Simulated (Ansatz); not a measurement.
# ClGeH6NSi: the cost of one run

Method: the settings change from run to run; program: Ansatz 0.2.0, Gaussian basis.

## Step 1: The relaxed structure

The geometry comes from an earlier relaxation with PBE0-D4 in a triple-zeta def2 set; it is a stationary point, not always the lowest conformer.

SMILES `Cl[SiH2][NH][GeH3]`, 10 atoms, charge 0, spin multiplicity 1.

Atoms are counted from 1 here; the program's logs count them from 0.

Bond lengths: Cl1–Si2 2.071 Å, Si2–N3 1.700 Å, Si2–H5 1.479 Å, Si2–H6 1.480 Å, N3–Ge4 1.848 Å, N3–H7 1.010 Å, Ge4–H8 1.533 Å, Ge4–H9 1.539 Å, Ge4–H10 1.537 Å. Angles: Cl1–Si2–N3 113.9°, Cl1–Si2–H5 105.6°, Cl1–Si2–H6 105.8°, N3–Si2–H5 108.8°, N3–Si2–H6 109.8°, H5–Si2–H6 112.9°, Si2–N3–Ge4 126.1°, Si2–N3–H7 116.5°, Ge4–N3–H7 114.5°, N3–Ge4–H8 105.9°, N3–Ge4–H9 110.9°, N3–Ge4–H10 108.4°, H8–Ge4–H9 110.7°, H8–Ge4–H10 111.4°, H9–Ge4–H10 109.5°.

Coordinates:

```xyz
10
charge 0, multiplicity 1
Cl    0.4400    1.0998   -2.6062
Si   -0.4254    1.2857   -0.7340
N    -0.6775   -0.1975    0.0584
Ge    0.6098   -1.2069    0.9177
H     0.5198    2.0967    0.0634
H    -1.7230    1.9625   -0.9545
H    -1.5104   -0.7093   -0.1958
H     1.7567   -0.2404    1.2355
H     1.0988   -2.3549    0.0173
H    -0.0057   -1.7867    2.2012
```

## Step 2: RPA/def2-SVPD

Set apart from the defaults: unrestricted orbitals.

in.yaml reads:

```yaml
crystal:
  periodic: [false, false, false]
  atoms:
    - {symbol: Cl, position_ang: [0.439985, 1.099763, -2.606168]}
    - {symbol: Si, position_ang: [-0.425387, 1.285661, -0.734004]}
    - {symbol: N, position_ang: [-0.677500, -0.197536, 0.058389]}
    - {symbol: Ge, position_ang: [0.609836, -1.206878, 0.917668]}
    - {symbol: H, position_ang: [0.519788, 2.096679, 0.063392]}
    - {symbol: H, position_ang: [-1.722978, 1.962491, -0.954490]}
    - {symbol: H, position_ang: [-1.510427, -0.709319, -0.195837]}
    - {symbol: H, position_ang: [1.756746, -0.240381, 1.235472]}
    - {symbol: H, position_ang: [1.098845, -2.354899, 0.017279]}
    - {symbol: H, position_ang: [-0.005708, -1.786680, 2.201198]}
basis:
  gaussian: {orbitals: def2-SVPD}
magnetization: {spin_polarized: true, initial_magnetization: 0}
hamiltonian: {xc: {name: HF}}
correlation: {method: rpa}
```

Command:

```console
ansatz run in.yaml --threads 4 --pin off --events-out ev --progress --plain --max-ram 10444MiB
```

Q: Estimate wall time and peak memory on 4 threads of Arm Neoverse V1, shared host.

About 4.5 s, with a peak of 0.57 GiB.
